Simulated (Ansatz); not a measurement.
# CH5As, SMILES C[AsH2]: a relaxed scan of one distance

Program: Ansatz's Python interface.

Typed at the interpreter:
```pycon
>>> import ansatz
>>> import numpy as np
>>> system = (
...     ansatz.Crystal.molecule()
...     .atom("C", (-0.0136, -0.7793, -0.2234))
...     .atom("As", (0.7436, 0.8114, 0.6704))
...     .atom("H", (-0.2983, -1.5308, 0.4943))
...     .atom("H", (0.7115, -1.1071, -1.0098))
...     .atom("H", (-1.011, -0.4364, -0.7363))
...     .atom("H", (-0.6142, 1.2344, 1.325))
...     .atom("H", (0.5432, 1.7398, -0.5658))
... )
>>> calc = system.calculation().basis(gaussian="def2-SVP").functional("pbe0", dispersion="d3bj")
>>> symbols = [site.symbol for site in system.cartesian_sites]
>>> pairs = [(0, 1), (0, 2), (0, 3), (0, 4), (1, 5), (1, 6)]
>>> print("held (A)   E (eV)        ", "  ".join(f"{symbols[i]}{i}-{symbols[j]}{j}" for i, j in pairs))
held (A)   E (eV)         C0-As1  C0-H2  C0-H3  C0-H4  As1-H5  As1-H6
>>> for length in [1.08, 1.17, 1.27, 1.41, 1.58]:
...     report = calc.relax(constraints=[ansatz.DistanceConstraint((0, 4), at=length)], force_tolerance=0.02, max_steps=60).run(threads=1, backend="cpu").report
...     xyz = np.array(report["positions_ang"])
...     print(f"{length:6.2f} {report['free_energy_ev']:14.5f}  ", "  ".join(f"{np.linalg.norm(xyz[i] - xyz[j]):.3f}" for i, j in pairs))
...
DeckWarning: relax.constraints: the input's atoms, or those drawn, lie off the distances that are held; a relaxation that starts there is brought onto them ahead of its first SCF, by positions alone, [...]
  1.08   -61942.61489   1.972  1.099  1.099  1.080  1.527  1.527
  1.17   -61942.54162   1.971  1.099  1.099  1.170  1.526  1.526
  1.27   -61942.25055   1.968  1.099  1.099  1.270  1.526  1.526
  1.41   -61941.66844   1.963  1.098  1.098  1.410  1.525  1.525
  1.58   -61940.88210   1.954  1.097  1.097  1.580  1.524  1.524
```

What to keep in mind:
- Total energies depend on the basis set; only differences at equal settings carry meaning.
- Warnings are shown shortened and without file and line.
- The energies are electronic: no zero-point or thermal terms, and the basis set is short of its limit.
- Wall time of the script: 47 s on 1 thread of Arm Neoverse V2, with other jobs on the host, peak memory 0.21 GiB.

(Lines on the test bed's own set-up are left out of the output.)
